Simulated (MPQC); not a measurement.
**doublet [As2]−: levels of theory compared**

Aim: a comparison of 3 runs (UHF/3-21G, UHF/def2-TZVPPD, UB3LYP/6-31G*) of doublet [As2]−. 

The results are computed with MPQC 2.3.1.

6 further runs of the same task are left out: 6 set aside as unsound or not needed.

## 1. Starting point

[As2]−: 2 atoms, total charge -1, spin state doublet. SMILES of the parent species: `[As]#[As]`. The coordinates come from a PBE0-D4/def2-TZVP relaxation. That shape belongs to the parent species and isn't relaxed for this state.

Bond lengths: As1–As2 2.089 Å.

## 2. The energy at UHF/3-21G (run 1)

input.in reads:

```
% emacs should use -*- KeyVal -*- mode
molecule<Molecule>: (
    symmetry = c1
    unit = bohr
    { atoms geometry } = {
        As [ 0.00000000   0.00000000   0.00468652 ]
        As [ 0.00000000   0.00000000   3.95234329 ]
    }
)
basis<GaussianBasisSet>: (
    name = "3-21G"
    molecule = $:molecule
    basisdir = "."
    puream = yes
)
mpqc: (
    checkpoint = no
    savestate = no
    restart = no
    do_energy = yes
    do_gradient = no
    optimize = no
    mole<UHF>: (
        molecule = $:molecule
        basis = $:basis
        total_charge = -1
        multiplicity = 2
        memory = 1000000000
        print_evals = yes
        maxiter = 120
        value_accuracy = 1e-08
        guess_wavefunction<HSOSHF>: (
            molecule = $:molecule
            total_charge = -1
            multiplicity = 2
            memory = 1000000000
            value_accuracy = 1e-3
            basis<GaussianBasisSet>: (
                name = "STO-3G"
                molecule = $:molecule
            )
            guess_wavefunction<ExtendedHuckelWfn>: (
                molecule = $:molecule
                total_charge = -1
                multiplicity = 2
                basis<GaussianBasisSet>: (
                    name = "STO-3G"
                    molecule = $:molecule
                )
            )
        )
    )
)
```

The basis set 3-21G is read from a file made from the Basis Set Exchange's data (not shown).

Started as:

```
$ mpqc input.in > input.out
```

Standard output:

```text
MPQC: Massively Parallel Quantum Chemistry
[...]
  <S^2>      = 0.753658
  total scf energy = -4446.8457683233
Value of the MolecularEnergy: -4446.8457683233
[...]
      symmetry = c1
[...]
      nbasis = 44
[...]
    nalpha = 34
    nbeta = 33
[...]
```

Run time: 1.7 s. Hardware: 1 thread of Arm Neoverse N1, shared host.

## 3. The energy at UHF/def2-TZVPPD (run 2)

mol.in reads:

```
% As2
molecule<Molecule>: (
   symmetry = c1
   unit = angstrom
   { atoms geometry } = {
      As [ 0.000000     0.000000     0.002480 ]
      As [ 0.000000     0.000000     2.091490 ]
   }
)
basis<GaussianBasisSet>: (
   name = "def2-TZVPPD"
   molecule = $:molecule
   basisdir = "."
   puream = yes
)
mpqc: (
   checkpoint = no
   savestate = no
   restart = no
   do_energy = yes
   do_gradient = no
   optimize = no
   mole<UHF>: (
      molecule = $:molecule
      basis = $:basis
      total_charge = -1
      multiplicity = 2
      memory = 1000000000
      print_evals = yes
      maxiter = 120
      value_accuracy = 1e-08
      guess_wavefunction<HSOSHF>: (
         molecule = $:molecule
         total_charge = -1
         multiplicity = 2
         memory = 1000000000
         value_accuracy = 1e-3
         basis<GaussianBasisSet>: (
            name = "STO-3G"
            molecule = $:molecule
         )
         guess_wavefunction<ExtendedHuckelWfn>: (
            molecule = $:molecule
            total_charge = -1
            multiplicity = 2
            basis<GaussianBasisSet>: (
               name = "STO-3G"
               molecule = $:molecule
            )
         )
      )
   )
)
```

The basis set def2-TZVPPD is read from a file made from the Basis Set Exchange's data (not shown).

Started as:

```
$ mpqc mol.in > mol.out
```

Standard output:

```text
MPQC: Massively Parallel Quantum Chemistry
[...]
  <S^2>      = 0.775302
  total scf energy = -4468.4210667733
Value of the MolecularEnergy: -4468.4210667733
[...]
      symmetry = c1
[...]
      nbasis = 108
[...]
    nalpha = 34
    nbeta = 33
[...]
```

It took 65 s on 1 thread of Arm Neoverse N1, shared host; peak memory 0.5 GiB.

## 4. A single-point energy at UB3LYP/6-31G(d) (spherical functions) (run 3)

run.in reads:

```
% emacs should use -*- KeyVal -*- mode
molecule<Molecule>: (
    symmetry = c1
    unit = bohr
    { atoms geometry } = {
        As [ 0.00000000     0.00000000     0.00468652 ]
        As [ 0.00000000     0.00000000     3.95234329 ]
    }
)
basis<GaussianBasisSet>: (
    name = "6-31G*"
    molecule = $:molecule
    basisdir = "."
    puream = yes
)
mpqc: (
    checkpoint = no
    savestate = no
    restart = no
    do_energy = yes
    do_gradient = no
    optimize = no
    mole<UKS>: (
        molecule = $:molecule
        basis = $:basis
        total_charge = -1
        multiplicity = 2
        memory = 1000000000
        print_evals = yes
        maxiter = 120
        value_accuracy = 1e-08
        functional<StdDenFunctional>: ( name = "B3LYP" )
        integrator<RadialAngularIntegrator>: ( grid = xfine )
        guess_wavefunction<HSOSHF>: (
            molecule = $:molecule
            total_charge = -1
            multiplicity = 2
            memory = 1000000000
            value_accuracy = 1e-3
            basis<GaussianBasisSet>: (
                name = "STO-3G"
                molecule = $:molecule
            )
            guess_wavefunction<ExtendedHuckelWfn>: (
                molecule = $:molecule
                total_charge = -1
                multiplicity = 2
                basis<GaussianBasisSet>: (
                    name = "STO-3G"
                    molecule = $:molecule
                )
            )
        )
    )
)
```

The basis set 6-31G* is read from a file made from the Basis Set Exchange's data (not shown).

Started as:

```
$ mpqc run.in > run.out
```

Standard output:

```text
MPQC: Massively Parallel Quantum Chemistry
[...]
  WARNING: BeckeIntegrationWeight usually uses the atomic maximum
           probability radius, however this is not available for
[...]
  Integrated electron density error = 0.000283757353
  iter     1 energy = -4467.0485789629 delta = 2.72518e-01
[...]
  Integrated electron density error = -0.000000246471
  iter    18 energy = -4471.2826511444 delta = 2.47961e-07
  Integrated electron density error = -0.000000246470
  iter    19 energy = -4471.2826511445 delta = 1.25292e-07
  Integrated electron density error = -0.000000246471
  iter    20 energy = -4471.2826511444 delta = 5.34044e-08
  Integrated electron density error = -0.000000246469
  iter    21 energy = -4471.2826511405 delta = 2.58885e-08
[...]
  <S^2>      = 0.751908
  total scf energy = -4471.2826511405
Value of the MolecularEnergy: -4471.2826511405
[...]
        symmetry = c1
[...]
        nbasis = 64
[...]
      nalpha = 34
      nbeta = 33
[...]
```

Wall time 64 s (1 thread of Arm Neoverse N1, shared host).

## 5. Overview of the runs

| run | level | integration grid | energy (Eh) | ⟨S²⟩ | wall time |
| --- | --- | --- | --- | --- | --- |
| 1 | UHF/3-21G | – | -4446.845768 | 0.754 | 1.7 s |
| 2 | UHF/def2-TZVPPD | – | -4468.421067 | 0.775 | 65 s |
| 3 | UB3LYP/6-31G* (spherical functions) | xfine | -4471.282651 | 0.752 | 64 s |

## 6. Summary of results

| quantity | value |
| --- | --- |
| run 3: total energy | -4471.28265 Eh |
| run 3: ⟨S²⟩ | 0.752 |

All runs together took 2.2 min, the longest 65 s.
